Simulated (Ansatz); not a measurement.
# HfNH (septet): wave-function methods side by side, def2-TZVPP

The task here is to estimate one member of a computed series from the others.

Method: def2-TZVPP, core rule «outside noble gas», up to 5 orbitals frozen; program: Ansatz 0.2.0, Gaussian basis.

To be run: UHF; ROHF; CCSD(T) on UHF.

### The geometry

The geometry is a PBE0/def2-TZVP stationary point (not a proven minimum) of the parent state, kept for this charge and spin. No spin-orbit coupling is included. Elements past krypton take def2 core potentials.

3 atoms, charge 0, spin multiplicity 7.

Atoms are counted from 1 here; the program's logs count them from 0.

Bond lengths: Hf1–N2 2.034 Å, N2–H3 1.017 Å. Angles: Hf1–N2–H3 147.1°.

Geometry (Å):

```xyz
3
charge 0, multiplicity 7
Hf    0.0000   -0.1115    1.6472
N     0.0000   -0.2013   -0.3851
H     0.0000    0.3128   -1.2622
```

Set-up of the first run:

in.yaml reads:

```yaml
crystal:
  periodic: [false, false, false]
  atoms:
    - {symbol: Hf, position_ang: [0.000000, -0.111469, 1.647238]}
    - {symbol: N, position_ang: [0.000000, -0.201315, -0.385063]}
    - {symbol: H, position_ang: [0.000000, 0.312783, -1.262174]}
basis:
  gaussian: {orbitals: def2-TZVPP}
magnetization: {spin_polarized: true, initial_magnetization: 6}
hamiltonian: {xc: hf}
output: {orbitals: {seedname: orbitals}}
```

Started as:

```bash
> ansatz run in.yaml --threads 1 --pin off --events-out ev --progress --plain --max-ram 4096MiB --backend cpu
```

Among the steps run: UHF; ROHF; CCSD(T) on UHF.

One of the session's tables, all rows but one given; the rest of the session is left out.

| method | from UCCSD(T) (meV) |
| --- | --- |
| ROHF | +5892.1 |
| UHF | +5601.4 |
| UMP2 | ? |
| UCCSD | +168.8 |
| UCCSD(T) | 0 |

**Question.** Estimate the row for UMP2.

The run gave: from UCCSD(T) (meV): +952.8. In the column «from UCCSD(T) (meV)» it lies between UCCSD (+168.8) and UHF (+5601.4).

Limits of these values: Warnings: coupled cluster took another determinant than the lowest.
